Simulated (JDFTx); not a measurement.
# NbTe2 (P-3m1) in JDFTx: reference runs

How does NbTe2 come out in PBEsol? The cell is run as given and disturbed.

Program: JDFTx 1.7.0 (patched build). These are calculated values, not measurements. Logs are shortened: lines on timing, memory, paths and dates and some standing lists are left out, and cuts for length are marked. The log counts tension as positive stress, the text compression.

### Step 1. The crystal as given

The structure is trigonal, space group P-3m1 (No. 164). The conventional cell has a = 3.720 Å, b = 3.720 Å, c = 7.148 Å, α = 90.00°, β = 90.00°, γ = 120.00°. Around Te (site symmetry 3m) lie 3 Nb at 2.81 Å. Around Nb (site symmetry -3m) lie 6 Te at 2.81 Å.

Measurements of this composition are mostly on another form, of space group No. 12.

### Step 2. Single point, PBEsol

NbTe2.in

```
lattice \
    7.0306581664    -3.5153290831     0.0000000000 \
    0.0000000000     6.0887285773     0.0000000000 \
    0.0000000000     0.0000000000    13.5082658911
coords-type Lattice
ion Te     0.3333333333     0.6666666667     0.2543677700 1
ion Te     0.6666666667     0.3333333333     0.7456322300 1
ion Nb     0.0000000000     0.0000000000     0.0000000000 1

ion-species pseudo/Te.upf
ion-species pseudo/Nb.upf
elec-cutoff 41 328
elec-ex-corr gga-PBEsol
kpoint-folding 8 8 4
elec-smearing Fermi 0.0018374661
elec-n-bands 30
electronic-SCF nIterations 100 energyDiffThreshold 1e-09
electronic-minimize nIterations 30 energyDiffThreshold 1e-7
converge-empty-states yes
forces-output-coords Cartesian

dump-name run.$VAR
dump End Ecomponents EigStats BandEigs Kpoints Forces Stress ElecDensity Dtot KEdensity
```

Potentials or basis: PseudoDojo-SR-PBEsol-0.4.1-standard with smoothed tails.

The run is started by

```console
> jdftx -c 1 -i NbTe2.in -o NbTe2.out
```

The program printed:

```text
*************** JDFTx 1.7.0 (patched build) ***************

Input parsed successfully to the following command list (including defaults):
[... the input with its defaults ...]

---------- Setting up symmetries ----------

Found 24 point-group symmetries of the bravais lattice
Found 12 space-group symmetries with basis
Applied RMS atom displacement 3.31428e-10 bohrs to make symmetries exact.

---------- Initializing the Grid ----------
R =
[      7.03066     -3.51533            0  ]
[            0      6.08873            0  ]
[            0            0      13.5083  ]
unit cell volume = 578.259
G =
[   0.893684   0.515969         -0  ]
[          0    1.03194          0  ]
[          0         -0   0.465136  ]
Minimum fftbox size, Smin = [  60  60  112  ]
Chosen fftbox size, S = [  60  60  112  ]

---------- Initializing tighter grid for wavefunction operations ----------
R =
[      7.03066     -3.51533            0  ]
[            0      6.08873            0  ]
[            0            0      13.5083  ]
unit cell volume = 578.259
G =
[   0.893684   0.515969         -0  ]
[          0    1.03194          0  ]
[          0         -0   0.465136  ]
Minimum fftbox size, Smin = [  44  44  80  ]
Chosen fftbox size, S = [  48  48  80  ]

---------- Exchange Correlation functional ----------
Initalized PBEsol GGA exchange.
Initalized PBEsol GGA correlation.

---------- Setting up pseudopotentials ----------
Width of ionic core gaussian charges (only for fluid interactions / plotting) set to 0

Reading pseudopotential file 'pseudo/Te.upf':
  'Te' pseudopotential, 'PBESOL' functional
  Generated using ONCVPSP code by D. R. Hamann
  16 valence electrons, 3 orbitals, 6 projectors, 1001 radial grid points, with lMax = 2
    4D    l: 2   occupation: 10.0   eigenvalue: -1.528329
    5S    l: 0   occupation:  2.0   eigenvalue: -0.556831
    5P    l: 1   occupation:  4.0   eigenvalue: -0.219319
  Core radius for overlap checks: 2.04 bohrs.

Reading pseudopotential file 'pseudo/Nb.upf':
  'Nb' pseudopotential, 'PBESOL' functional
  Generated using ONCVPSP code by D. R. Hamann
  13 valence electrons, 4 orbitals, 6 projectors, 1001 radial grid points, with lMax = 2
    4S    l: 0   occupation:  2.0   eigenvalue: -2.144371
    4P    l: 1   occupation:  6.0   eigenvalue: -1.267571
    4D    l: 2   occupation:  4.0   eigenvalue: -0.112300
    5S    l: 0   occupation:  1.0   eigenvalue: -0.147497
  Core radius for overlap checks: 1.37 bohrs.

Initialized 2 species with 3 total atoms.

Folded 1 k-points by 8x8x4 to 256 k-points.

---------- Setting up k-points, bands, fillings ----------
Reduced to 35 k-points under symmetry.
Computing the number of bands and number of electrons
Calculating initial fillings.
nElectrons:  45.000000   nBands: 30   nStates: 35

----- Setting up reduced wavefunction bases (one per k-point) -----
average nbasis = 7250.855 , ideal nbasis = 7250.901

---------- Setting up ewald sum ----------
Optimum gaussian width for ewald sums = 2.767561 bohr.
Real space sum over 1183 unit cells with max indices [  6  6  3  ]
Reciprocal space sum over 2299 terms with max indices [  5  5  9  ]

---------- Allocating electronic variables ----------
Initializing wave functions:  linear combination of atomic orbitals
Note: number of bands (30) exceeds available atomic orbitals (28)
Te pseudo-atom occupations:   s ( 2 )  p ( 4 )  d ( 10 )
Nb pseudo-atom occupations:   s ( 2 2 )  p ( 6 )  d ( 3 )
	FillingsUpdate:  mu: +0.716395482  nElectrons: 45.000000
LCAOMinimize: Iter:   0  F: -243.3389857125741287  |grad|_K:  2.305e-02  alpha:  1.000e+00
LCAOMinimize: 	Step increased F by 4.626584e-01, reducing alpha to 4.296996e-02.
	FillingsUpdate:  mu: +0.633333746  nElectrons: 45.000000
LCAOMinimize: Iter:   1  F: -243.8587256422826499  |grad|_K:  1.209e-02  alpha:  4.297e-02  linmin: -2.690e-01  cgtest:  1.091e+00
[... 14 lines of inner loops ...]
LCAOMinimize: Iter:   6  F: -244.1148210896275543  |grad|_K:  5.954e-07  alpha:  7.954e-01  linmin: -1.822e-05  cgtest:  7.074e-03
	FillingsUpdate:  mu: +0.405272042  nElectrons: 45.000000
LCAOMinimize: Iter:   7  F: -244.1148210905355143  |grad|_K:  2.551e-07  alpha:  1.623e-01  linmin:  1.213e-04  cgtest: -4.574e-04
LCAOMinimize: Converged (|Delta F|<1.000000e-06 for 2 iters).

-------- Electronic minimization -----------
Will mix electronic density at each iteration.
	FillingsUpdate:  mu: +0.405272042  nElectrons: 45.000000
	FillingsUpdate:  mu: +0.396099251  nElectrons: 45.000000
SCF: Cycle:  0   F: -244.169456128854961   dF: -5.464e-02   |Residual|: 9.301e-02   |deigs|: 7.324e-02
	FillingsUpdate:  mu: +0.397594767  nElectrons: 45.000000
SCF: Cycle:  1   F: -244.208374038051005   dF: -3.892e-02   |Residual|: 4.797e-02   |deigs|: 7.073e-03
	FillingsUpdate:  mu: +0.394731973  nElectrons: 45.000000
SCF: Cycle:  2   F: -244.213161941788968   dF: -4.788e-03   |Residual|: 1.846e-02   |deigs|: 5.270e-03
	FillingsUpdate:  mu: +0.397218768  nElectrons: 45.000000
SCF: Cycle:  3   F: -244.214928408844827   dF: -1.766e-03   |Residual|: 8.930e-03   |deigs|: 2.294e-03
	FillingsUpdate:  mu: +0.397312386  nElectrons: 45.000000
SCF: Cycle:  4   F: -244.214956508614932   dF: -2.810e-05   |Residual|: 2.551e-03   |deigs|: 7.617e-04
	FillingsUpdate:  mu: +0.397469640  nElectrons: 45.000000
SCF: Cycle:  5   F: -244.214976008933576   dF: -1.950e-05   |Residual|: 1.357e-03   |deigs|: 1.940e-04
	FillingsUpdate:  mu: +0.397643230  nElectrons: 45.000000
SCF: Cycle:  6   F: -244.214977111966220   dF: -1.103e-06   |Residual|: 3.814e-04   |deigs|: 2.556e-04
	FillingsUpdate:  mu: +0.397673367  nElectrons: 45.000000
SCF: Cycle:  7   F: -244.214977660431600   dF: -5.485e-07   |Residual|: 2.036e-04   |deigs|: 3.815e-05
	FillingsUpdate:  mu: +0.397665526  nElectrons: 45.000000
SCF: Cycle:  8   F: -244.214977761379856   dF: -1.009e-07   |Residual|: 5.292e-05   |deigs|: 3.760e-05
	FillingsUpdate:  mu: +0.397667720  nElectrons: 45.000000
SCF: Cycle:  9   F: -244.214977775320079   dF: -1.394e-08   |Residual|: 2.846e-05   |deigs|: 2.480e-05
	FillingsUpdate:  mu: +0.397667822  nElectrons: 45.000000
SCF: Cycle: 10   F: -244.214977780601231   dF: -5.281e-09   |Residual|: 1.115e-05   |deigs|: 2.569e-05
	FillingsUpdate:  mu: +0.397668047  nElectrons: 45.000000
SCF: Cycle: 11   F: -244.214977782412774   dF: -1.812e-09   |Residual|: 6.437e-06   |deigs|: 2.122e-05
	FillingsUpdate:  mu: +0.397667985  nElectrons: 45.000000
SCF: Cycle: 12   F: -244.214977783096458   dF: -6.837e-10   |Residual|: 1.653e-06   |deigs|: 1.821e-05
	FillingsUpdate:  mu: +0.397667781  nElectrons: 45.000000
SCF: Cycle: 13   F: -244.214977783394460   dF: -2.980e-10   |Residual|: 7.556e-07   |deigs|: 1.930e-05
SCF: Converged (|Delta E|<1.000000e-09 for 2 iters).

Setting wave functions to eigenvectors of Hamiltonian
Converging empty states (this may take a while): |deigs|: 1.317e-04

# Stress tensor in Cartesian coordinates [Eh/a0^3]:
[  0.000127839            0            0  ]
[            0  0.000127839            0  ]
[            0            0  8.15092e-05  ]

# Ionic positions in lattice coordinates:
ion Te   0.333333333333333   0.666666666666667   0.254367770000000 1
ion Te   0.666666666666667   0.333333333333333   0.745632230000000 1
ion Nb  -0.000000000000000   0.000000000000000   0.000000000000000 1

# Forces in Cartesian coordinates:
force Te  -0.000000000000000  -0.000000000000000  -0.002005837613238 1
force Te   0.000000000000000   0.000000000000000   0.002005837613240 1
force Nb   0.000000000000000  -0.000000000000000  -0.000000000000000 1

# Energy components:
   Eewald =     -157.7406043116544936
       EH =       69.0193651471724223
     Eloc =     -201.5924907804088662
      Enl =      -51.4775992422043700
      Exc =      -61.7310135535083049
 Exc_core =       27.4405347126961097
       KE =      131.8676031148621064
-------------------------------------
     Etot =     -244.2142049130454211
       TS =        0.0007728703490288
-------------------------------------
        F =     -244.2149777833944597

IonicMinimize: Iter:   0  F: -244.214977783394460  |grad|_K:  9.456e-04
IonicMinimize: None of the convergence criteria satisfied after 0 iterations.

#--- Lowdin population analysis ---
# oxidation-state Te +0.060 +0.060
# oxidation-state Nb +0.041

Dumping 'run.eigStats' ...
	eMin: -1.637513 at state 2 ( [ +0.000000 +0.000000 +0.500000 ] spin 0 )
	HOMO: +0.397089 at state 0 ( [ +0.000000 +0.000000 +0.000000 ] spin 0 )
	mu  : +0.397668
	LUMO: +0.398594 at state 19 ( [ +0.125000 +0.125000 +0.250000 ] spin 0 )
	eMax: +0.696143 at state 2 ( [ +0.000000 +0.000000 +0.500000 ] spin 0 )
	HOMO-LUMO gap: +0.001505
	Optical gap  : +0.008452 at state 1 ( [ +0.000000 +0.000000 +0.250000 ] spin 0 )
Done!
```

It took 2.7 min on 1 thread of AMD EPYC 9R45 (Zen 5), shared host; peak memory 0.41 GiB.

What came out:

```yaml
Free_energy: -6645.4281 eV
Pressure: -3.3 GPa
Largest_force: 0.103 eV/Å
Band_gap_on_the_k_mesh: none (metal or under the smearing width)
```

Forces on the atoms (eV/Å):
```
Te   0.000  0.000 -0.103
Te   0.000  0.000  0.103
Nb   0.000  0.000  0.000
```

Stress tensor (GPa, compression positive):
```
-3.76  0.00  0.00
 0.00 -3.76  0.00
 0.00  0.00 -2.40
```

Caveat: this functional lacks dispersion, which binds the layers, so the pressure and a relaxed spacing across them are unreliable. Spin-orbit coupling is left out, which matters for the levels of Te.

### Step 3. Single point, PBEsol (atoms moved at random, drawn with an rms of 0.05 Å)

NbTe2.in, as its differences from that of step 2:

```diff
@@ -5,5 +5,5 @@
 coords-type Lattice
-ion Te     0.3333333333     0.6666666667     0.2543677700 1
-ion Te     0.6666666667     0.3333333333     0.7456322300 1
-ion Nb     0.0000000000     0.0000000000     0.0000000000 1
+ion Te     0.3342870000     0.6766620000     0.2511570000 1
+ion Te     0.6759410000     0.3433960000     0.7412000000 1
+ion Nb     0.0065970000     0.0032740000    -0.0000560000 1
```

Potentials or basis: PseudoDojo-SR-PBEsol-0.4.1-standard with smoothed tails.

The run is started by

```console
> jdftx -c 1 -i NbTe2.in -o NbTe2.out
```

The program printed:

```text
*************** JDFTx 1.7.0 (patched build) ***************

Input parsed successfully to the following command list (including defaults):
[... the input with its defaults ...]

---------- Setting up symmetries ----------

Found 24 point-group symmetries of the bravais lattice
Found 1 space-group symmetries with basis
Applied RMS atom displacement 0 bohrs to make symmetries exact.

---------- Initializing the Grid ----------
R =
[      7.03066     -3.51533            0  ]
[            0      6.08873            0  ]
[            0            0      13.5083  ]
unit cell volume = 578.259
G =
[   0.893684   0.515969         -0  ]
[          0    1.03194          0  ]
[          0         -0   0.465136  ]
Minimum fftbox size, Smin = [  60  60  112  ]
Chosen fftbox size, S = [  60  60  112  ]

---------- Initializing tighter grid for wavefunction operations ----------
R =
[      7.03066     -3.51533            0  ]
[            0      6.08873            0  ]
[            0            0      13.5083  ]
unit cell volume = 578.259
G =
[   0.893684   0.515969         -0  ]
[          0    1.03194          0  ]
[          0         -0   0.465136  ]
Minimum fftbox size, Smin = [  44  44  80  ]
Chosen fftbox size, S = [  48  48  80  ]

[... 79 lines left out ...]
SCF: Cycle:  7   F: -244.214587972996810   dF: -5.311e-07   |Residual|: 2.047e-04   |deigs|: 3.867e-05
	FillingsUpdate:  mu: +0.397724876  nElectrons: 45.000000
SCF: Cycle:  8   F: -244.214588073416621   dF: -1.004e-07   |Residual|: 5.209e-05   |deigs|: 3.718e-05
	FillingsUpdate:  mu: +0.397727000  nElectrons: 45.000000
SCF: Cycle:  9   F: -244.214588086918496   dF: -1.350e-08   |Residual|: 2.834e-05   |deigs|: 2.356e-05
	FillingsUpdate:  mu: +0.397727073  nElectrons: 45.000000
SCF: Cycle: 10   F: -244.214588092052651   dF: -5.134e-09   |Residual|: 1.157e-05   |deigs|: 2.332e-05
	FillingsUpdate:  mu: +0.397727329  nElectrons: 45.000000
SCF: Cycle: 11   F: -244.214588093797516   dF: -1.745e-09   |Residual|: 6.342e-06   |deigs|: 2.138e-05
	FillingsUpdate:  mu: +0.397727259  nElectrons: 45.000000
SCF: Cycle: 12   F: -244.214588094444423   dF: -6.469e-10   |Residual|: 1.585e-06   |deigs|: 1.830e-05
	FillingsUpdate:  mu: +0.397727059  nElectrons: 45.000000
SCF: Cycle: 13   F: -244.214588094715225   dF: -2.708e-10   |Residual|: 7.603e-07   |deigs|: 2.063e-05
SCF: Converged (|Delta E|<1.000000e-09 for 2 iters).

Setting wave functions to eigenvectors of Hamiltonian
Converging empty states (this may take a while): |deigs|: 1.551e-04

# Stress tensor in Cartesian coordinates [Eh/a0^3]:
[  0.000129296  7.35397e-06 -1.84781e-05  ]
[  7.35397e-06  0.000131297  1.37227e-06  ]
[ -1.84781e-05  1.37227e-06  9.02522e-05  ]

# Ionic positions in lattice coordinates:
ion Te   0.334287000000000   0.676662000000000   0.251157000000000 1
ion Te   0.675941000000000   0.343396000000000   0.741200000000000 1
ion Nb   0.006597000000000   0.003274000000000  -0.000056000000000 1

# Forces in Cartesian coordinates:
force Te   0.002875281967102  -0.001493039012964   0.001393021263978 1
force Te  -0.000405472683385  -0.001217885398533   0.006786744256434 1
force Nb  -0.002471834537460   0.002708158713251  -0.008179364105307 1

# Energy components:
   Eewald =     -157.9278325166012280
       EH =       68.8355208101648515
     Eloc =     -201.2183193352935007
      Enl =      -51.4786728767173045
      Exc =      -61.7291308628556123
 Exc_core =       27.4405351046685304
       KE =      131.8640836589600838
-------------------------------------
     Etot =     -244.2138160176742474
       TS =        0.0007720770409658
-------------------------------------
        F =     -244.2145880947152250

IonicMinimize: Iter:   0  F: -244.214588094715225  |grad|_K:  3.951e-03
IonicMinimize: None of the convergence criteria satisfied after 0 iterations.

#--- Lowdin population analysis ---
# oxidation-state Te +0.066 +0.052
# oxidation-state Nb +0.043

Dumping 'run.eigStats' ...
	eMin: -1.637543 at state 2 ( [ +0.000000 +0.000000 +0.500000 ] spin 0 )
	HOMO: +0.397485 at state 0 ( [ +0.000000 +0.000000 +0.000000 ] spin 0 )
	mu  : +0.397727
	LUMO: +0.398522 at state 79 ( [ +0.250000 -0.125000 +0.250000 ] spin 0 )
	eMax: +0.696287 at state 2 ( [ +0.000000 +0.000000 +0.500000 ] spin 0 )
	HOMO-LUMO gap: +0.001037
	Optical gap  : +0.008044 at state 1 ( [ +0.000000 +0.000000 +0.250000 ] spin 0 )
Done!
```

Run time: 10 min. Hardware: 1 thread of AMD EPYC 9R45 (Zen 5), shared host; peak memory 1.3 GiB.

What came out:

| Item | Value |
| --- | --- |
| Free energy | -6645.4175 eV |
| Pressure | -3.4 GPa |
| Largest force | 0.461 eV/Å |
| Band gap on the k mesh | none (metal or under the smearing width) |

Forces on the atoms (eV/Å):
```
Te   0.148 -0.077  0.072
Te  -0.021 -0.063  0.349
Nb  -0.127  0.139 -0.421
```

Stress tensor (GPa, compression positive):
```
-3.80 -0.22  0.54
-0.22 -3.86 -0.04
 0.54 -0.04 -2.66
```
